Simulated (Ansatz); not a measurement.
# Mg2ZnO3: the cost of one run

All numbers are computed with the Python package of Ansatz 0.2.0. Level of theory: DFT r2SCAN, plane waves, PAW.

### Step 1. The structure

The structure is trigonal, space group P-3m1 (No. 164). Conventional cell: a = 3.033 Å, b = 3.033 Å, c = 7.403 Å, α = 90.00°, β = 90.00°, γ = 120.00°. Mg (site symmetry 3m) has 6 O at 2.12 to 2.14 Å as nearest neighbours. Zn (site symmetry -3m) has 6 O at 2.17 Å as nearest neighbours. O (site symmetry 3m) has 3 Mg at 2.12 Å and 3 Zn at 2.17 Å as nearest neighbours. O (site symmetry -3m) has 6 Mg at 2.14 Å as nearest neighbours.

The script holds or builds the structure itself.

### Step 2. The script

Input file ecut.py:

```python
"""Convergence of Mg2ZnO3 with the plane-wave cutoff."""

import warnings

import ansatz as az

config = {
    "kmesh": (12, 12, 4),
    "occupations": "fixed",
}

warnings.simplefilter("ignore", az.DeckWarning)

lattice = az.Lattice.of(
    (3.032999, 0.0, 0.0),
    (-1.516499, 2.626654, 0.0),
    (0.0, 0.0, 7.403316),
)
sites = [
    ("Mg", (1 / 3, 2 / 3, 0.6658)),
    ("Mg", (2 / 3, 1 / 3, 0.3342)),
    ("Zn", (0.0, 0.0, 0.0)),
    ("O", (1 / 3, 2 / 3, 0.172619)),
    ("O", (2 / 3, 1 / 3, 0.827381)),
    ("O", (0.0, 0.0, 0.5)),
]
structure = az.Crystal(lattice=lattice)
for symbol, position in sites:
    structure = structure.atom(symbol, position)

calc = structure.calculation()
calc = calc.functional(az.Functional.R2SCAN)
calc = calc.kpoints(*config["kmesh"])
calc = calc.occupations(config["occupations"])

rows = []
for value in [300, 400, 500, 600, 700]:
    r = calc.basis(value).run(threads=1).report
    rows.append((value, r["free_energy_ev"] / len(r["lattice"]["sites"]), r["n_iterations"], r["n_pw"]))

print(" cutoff (eV)   F/atom (eV)    iterations   plane waves")
for row in rows:
    print(f"{str(row[0]):>12s}  {row[1]:12.5f}  {row[2]:12d}  {row[3]:12d}")

# the last row is the reference
for row in rows[:-1]:
    shift = 1000 * (row[1] - rows[-1][1])
    print(f"{row[0]}: {shift:+.2f} meV/atom" + ("  (within 1 meV)" if abs(shift) < 1 else ""))
```

### Step 3. The input behind the calls

The engine receives this input (first run):

```yaml
crystal:
  lattice:
    - [3.032999, 0.0, 0.0]
    - [-1.516499, 2.626654, 0.0]
    - [0.0, 0.0, 7.403316]
  atoms:
    - { symbol: Mg, position: [0.3333333333333333, 0.6666666666666666, 0.6658] }
    - { symbol: Mg, position: [0.6666666666666666, 0.3333333333333333, 0.3342] }
    - { symbol: Zn, position: [0.0, 0.0, 0.0] }
    - { symbol: O, position: [0.3333333333333333, 0.6666666666666666, 0.172619] }
    - { symbol: O, position: [0.6666666666666666, 0.3333333333333333, 0.827381] }
    - { symbol: O, position: [0.0, 0.0, 0.5] }
basis:
  ecutwfc: 300.0
kpoints:
  mp_grid:
    grid: [12, 12, 4]
hamiltonian:
  xc: r2scan
scf:
  occupations:
    method: fixed
```

### Step 4. Running it

Launch:

```
$ python ecut.py
```

Q: Estimate wall time and peak memory on 1 thread of Arm Neoverse V1, shared host.

About 74 s, with a peak of 0.68 GiB.
